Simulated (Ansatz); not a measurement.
# H₃IOSi, SMILES O[SiH2]I: the interaction energy of a dimer with the counterpoise correction

With Ansatz 0.2.0, Python API.

Interactive session:
```pycon
>>> import ansatz as az
>>> BASIS_SET = "def2-SVP"
>>> XC = "pbe0"
>>> FIRST = [
...     ("O", (-1.314, -0.1672, -0.03)),
...     ("Si", (0.2052, 0.3021, 0.2664)),
...     ("I", (1.5891, -1.1262, -1.1283)),
...     ("H", (-1.4031, -0.8254, -0.6919)),
...     ("H", (0.4161, 1.718, -0.115)),
...     ("H", (0.5068, 0.0989, 1.699)),
... ]
>>> SECOND = [
...     ("O", (1.9363, 0.4705, -4.7361)),
...     ("Si", (0.9591, 1.5962, -4.1083)),
...     ("I", (-0.7901, 1.9066, -5.7649)),
...     ("H", (1.649, 0.1068, -5.5512)),
...     ("H", (0.3569, 1.1377, -2.8348)),
...     ("H", (1.7234, 2.8444, -3.9026)),
... ]
>>> def energy(atoms, ghosts=()):
...     molecule = az.Crystal.molecule()
...     for symbol, xyz in atoms:
...         molecule = molecule.atom(symbol, xyz)
...     calc = (
...         molecule.calculation()
...         .basis(gaussian=BASIS_SET)
...         .functional(XC)
...     )
...     deck = calc.input()
...     if ghosts:
...         deck = deck.set(az.key.basis.gaussian.ghost_atoms, [{"symbol": s, "position_ang": list(xyz)} for s, xyz in ghosts])
...     return az.Session.from_dict(deck).plan().execute().report["free_energy_ev"]
...
>>> both = energy(FIRST + SECOND)
>>> alone = energy(FIRST) + energy(SECOND)
>>> ghosted = energy(FIRST, SECOND) + energy(SECOND, FIRST)
>>> print(f"dimer {both:.6f} eV")
dimer -36133.840163 eV
>>> print(f"interaction, uncorrected   {(both - alone):8.3f} eV")
interaction, uncorrected      0.011 eV
>>> print(f"interaction, counterpoise  {(both - ghosted):8.3f} eV")
interaction, counterpoise     0.039 eV
>>> print(f"basis-set superposition    {(alone - ghosted):8.3f} eV")
basis-set superposition       0.027 eV
```

Uncorrected it is 0.011 eV, with the counterpoise correction 0.039 eV; the difference, 0.03 eV, is the superposition error. In this basis both values are repulsive.

Caveats:
- Total energies depend on the basis set; only differences at equal settings carry meaning.
- The dimer is a generated trial pose of unrelaxed monomers, not a minimum, so the figure is no binding energy, and the basis set is small.
- def2 sets replace the cores of elements past krypton by effective core potentials.
- This level lacks the dispersion part of the attraction (electrostatics and induction are there), which can decide the sign where the interaction is weak.
- Hardware and time: 22 s on 1 thread of Arm Neoverse V2, with other jobs on the host, peak memory 0.47 GiB.
